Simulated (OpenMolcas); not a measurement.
# Rh⁵⁺ among point charges: CASSCF and CASPT2 levels and susceptibility

How does a field of 6 point charges split the states of Rh⁵⁺, and what χT follows?

Program: OpenMolcas 26.06. Level of theory: state-averaged CASSCF and CASPT2, spin-orbit coupling by RASSI with atomic mean-field integrals. These are calculated values, not measurements, unless marked.

### 1 Starting point

| Property | Result |
| --- | --- |
| Species | Rh⁵⁺ (rhodium, Z = 45, 40 electrons) |
| Basis | ANO-RCC-VDZP [6s5p3d1f], 43 functions |
| Scalar Hamiltonian | DKH2, point nucleus |
| Inactive shells | 1s 2s 2p 3s 3p 3d 4s 4p |
| Active space | 4 electrons in 5 orbitals (4d) |
| Some configurations of this space | 4d4 |
| Orbitals | optimised for each spin and parity, averaged over all roots |

The outer shells:

4d4
```
4d [↑ ][↑ ][↑ ][↑ ][  ]
```

The ion sits among 6 point charges of -1.7 e arranged as a trigonal antiprism (D3d), 2.01 Å from the ion, with a polar angle of 48.2° against the regular 54.74°.

The work runs as a chain of OpenMolcas steps in one folder; each step below is one input file. Labels, J, g values, rates, χT and fits are worked out afterwards by a script from the matrices that RASSI stores. The input lists half of the charges; inversion (Group=XYZ) makes the rest.

### 2 One- and two-electron integrals

Input file a.inp:

```
&GATEWAY
Coord
1

Rh 0.0 0.0 0.0
Basis=ANO-RCC-VDZP
Group=XYZ
NoMove
AngMom=0.0 0.0 0.0
AMFI
XField
3 Angstrom 0
0.000000 1.497643 1.340584 -1.700000
1.296997 -0.748821 1.340584 -1.700000
1.296997 0.748821 -1.340584 -1.700000
&SEWARD
```

Started as:

```bash
OMP_NUM_THREADS=1 MOLCAS_MEM=1689 MOLCAS_PROJECT=a pymolcas a.inp > a.log
```

### 3 CASSCF: quintets of even parity, 5 roots

Input file a.inp:

```
&RASSCF
FileOrb=start.orb
Symmetry=1
Spin=5
nActEl=4 0 0
Inactive=9 9
Ras2=5 0
CIRoot=5 5 1
SDav=5
CIMx=300
Iter=120 100
PrWF=0.3
OrbListing=Nothing
MaxOrb=0
>>> COPY $Project.JobIph JOB001
```

start.orb holds the contracted functions of the basis, ordered by shell, or the orbitals of the step before.

### 4 CASSCF: triplets of even parity, 45 roots

Input file a.inp:

```
&RASSCF
FileOrb=start.orb
Symmetry=1
Spin=3
nActEl=4 0 0
Inactive=9 9
Ras2=5 0
CIRoot=45 45 1
SDav=45
CIMx=300
Iter=120 100
PrWF=0.3
OrbListing=Nothing
MaxOrb=0
>>> COPY $Project.JobIph JOB002
```

### 5 CASSCF: singlets of even parity, 50 roots

Input file a.inp:

```
&RASSCF
FileOrb=start.orb
Symmetry=1
Spin=1
nActEl=4 0 0
Inactive=9 9
Ras2=5 0
CIRoot=50 50 1
SDav=50
CIMx=300
Iter=120 100
PrWF=0.3
OrbListing=Nothing
MaxOrb=0
>>> COPY $Project.JobIph JOB003
```

### 6 State interaction with spin-orbit coupling

Input file a.inp:

```
&RASSI
NrOfJobIphs=3 5 45 50
1 2 3 4 5
1 2 3 4 5 6 7 8 9 10 11 12 13 14 15 16 17 18 19 20 21 22 23 24 25 26 27
28 29 30 31 32 33 34 35 36 37 38 39 40 41 42 43 44 45
1 2 3 4 5 6 7 8 9 10 11 12 13 14 15 16 17 18 19 20 21 22 23 24 25 26 27
28 29 30 31 32 33 34 35 36 37 38 39 40 41 42 43 44 45 46 47 48 49 50
IphNames
JOB001
JOB002
JOB003
EJob
SpinOrbit
DIPRint=1.0
SOCoupling=1000.0
Subsets=2
Property=9
'ANGMOM' 1 'ANGMOM' 2 'ANGMOM' 3 'MLTPL  1' 1 'MLTPL  1' 2 'MLTPL  1' 3
'AMFI' 1 'AMFI' 2 'AMFI' 3
SOProperty=3
'ANGMOM' 1 'ANGMOM' 2 'ANGMOM' 3
```

### 7 CASPT2: IPEA 0.25, imaginary shift 0.1 (closed shells correlated: 4s 4p)

Input file a.inp:

```
>>> COPY JOB001 $Project.JobIph
&CASPT2
Multistate=5 1 2 3 4 5
NoMult
Frozen=8 6
IPEA=0.25
Imaginary=0.1
MaxIter=60
WThr=0.0 0.3 0.05
PrWF=0.5
NoMix
>>> COPY JOB002 $Project.JobIph
&CASPT2
Multistate=45 1 2 3 4 5 6 7 8 9 10 11 12 13 14 15 16 17 18 19 20 21 22
23 24 25 26 27 28 29 30 31 32 33 34 35 36 37 38 39 40 41 42 43 44 45
NoMult
Frozen=8 6
IPEA=0.25
Imaginary=0.1
MaxIter=60
WThr=0.0 0.3 0.05
PrWF=0.5
NoMix
>>> COPY JOB003 $Project.JobIph
&CASPT2
Multistate=50 1 2 3 4 5 6 7 8 9 10 11 12 13 14 15 16 17 18 19 20 21 22
23 24 25 26 27 28 29 30 31 32 33 34 35 36 37 38 39 40 41 42 43 44 45 46
47 48 49 50
NoMult
Frozen=8 6
IPEA=0.25
Imaginary=0.1
MaxIter=60
WThr=0.0 0.3 0.05
PrWF=0.5
NoMix
```

(Steps that only read results are left out.)

**Question.** What will these runs give? Wanted: spin-free ground state; first state of the same spin within the active space; lowest level; next level.

The runs gave:

```
                                            quantity                                                                        value
                                              method  SS-CASPT2, IPEA 0.25, imaginary shift 0.1 (closed shells correlated: 4s 4p)
                              spin-free ground state                                               5E, 2-fold in its orbital part
first state of the same spin within the active space                                                             5A1 at 2500 cm⁻¹
                                        lowest level                                                                    1-fold A1
                                          next level                                                                   280.5 cm⁻¹
                                         χT at 300 K                                                               1.10 cm³ K/mol
                           effective moment at 300 K                                                                      2.97 μB
```

Cost by method:

```
                                              method  time of its own steps  time with the reference
                                           A. CASSCF                   25 s                     25 s
B. SS-CASPT2, IPEA 0.25, imaginary shift 0.1, +4s 4p                  6.7 s                     32 s
```

Times are of one thread on a shared host.

The spin-free ground state (5E) comes to 100 % from free-ion D terms and keeps the highest spin of the shell. χT at 300 K is 1.10, against 3.01 cm³ K/mol for the spin alone, so spin-orbit coupling lowers it. An active space of the d shell alone favours high spin; real ions in strong fields can be low spin. CASPT2 does not keep the components of a term degenerate, and the means are used. The field of point charges can differ much from that of real complexes. With metal d orbitals alone active, the gaps between spin states are rough; where two lie within a few thousand cm-1, their order is open. This is an electrostatic model: the charges have no orbitals.
